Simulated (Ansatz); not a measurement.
# InSe: the cost of one run

Computed with Ansatz 0.2.0 (DFT PBEsol, scalar-relativistic, plane waves, PAW, unless a step's input says otherwise).

2 further runs of the same task are left out: 2 set aside as unsound or not needed.

## (1) Starting point

Symmetry: P6_3/mmc, No. 194, hexagonal system. The conventional cell has a = 4.006 Å, b = 4.006 Å, c = 17.002 Å, α = 90.00°, β = 90.00°, γ = 120.00°. In (site symmetry 3m) is surrounded by 3 Se at 2.64 Å and 1 In at 2.78 Å. Se (site symmetry 3m) is surrounded by 3 In at 2.64 Å.

Coordinates:

```
CELL_PARAMETERS angstrom
4.00585 0.00000 0.00000
-2.00293 3.46917 0.00000
0.00000 0.00000 17.00216
ATOMIC_POSITIONS crystal
In 0.33333 0.66667 0.16835
In 0.66667 0.33333 0.66835
In 0.33333 0.66667 0.33165
In 0.66667 0.33333 0.83165
Se 0.33333 0.66667 0.59313
Se 0.66667 0.33333 0.09313
Se 0.33333 0.66667 0.90687
Se 0.66667 0.33333 0.40687
```

This cell was relaxed beforehand with the same method: volume 29.53 Å³/atom, gap on the mesh 0.43 eV.

## (2) Tight relaxation for the response runs

Response runs need a geometry at rest under their own mesh and occupations; hence this stricter relaxation.

Contents of input.yaml:

```yaml
crystal:
  lattice:
    - [4.005850224, 0.0, 0.0]
    - [-2.002925112, 3.4691680578, 0.0]
    - [0.0, 0.0, 17.0021648449]
  atoms:
    - { symbol: In, position: [0.3333333333, 0.6666666667, 0.1683452185] }
    - { symbol: In, position: [0.6666666667, 0.3333333333, 0.6683452185] }
    - { symbol: In, position: [0.3333333333, 0.6666666667, 0.3316547815] }
    - { symbol: In, position: [0.6666666667, 0.3333333333, 0.8316547815] }
    - { symbol: Se, position: [0.3333333333, 0.6666666667, 0.5931283659] }
    - { symbol: Se, position: [0.6666666667, 0.3333333333, 0.0931283659] }
    - { symbol: Se, position: [0.3333333333, 0.6666666667, 0.9068716341] }
    - { symbol: Se, position: [0.6666666667, 0.3333333333, 0.4068716341] }
basis:
  ecutwfc: 420
kpoints:
  mp_grid: { grid: [12, 12, 2] }
hamiltonian:
  xc: pbesol
scf:
  occupations: { method: fixed }
output:
  forces: true
  stress: true
  eigenvalues: true
relax:
  adjacent_minimum: "off"
  f_tol: 0.001
  max_steps: 60
  cell: { stress_tol: 0.01 }
```

Started as:

```bash
ansatz run input.yaml --threads 2 --pin off --max-ram 7168MiB --backend cpu --events-out ev --progress --plain --runs-dir out
```

**Question.** How long does this run take on 2 threads of Intel Xeon Platinum 8488C (Sapphire Rapids), shared host, and how much memory does it need?

About 35 s, with a peak of 0.85 GiB.
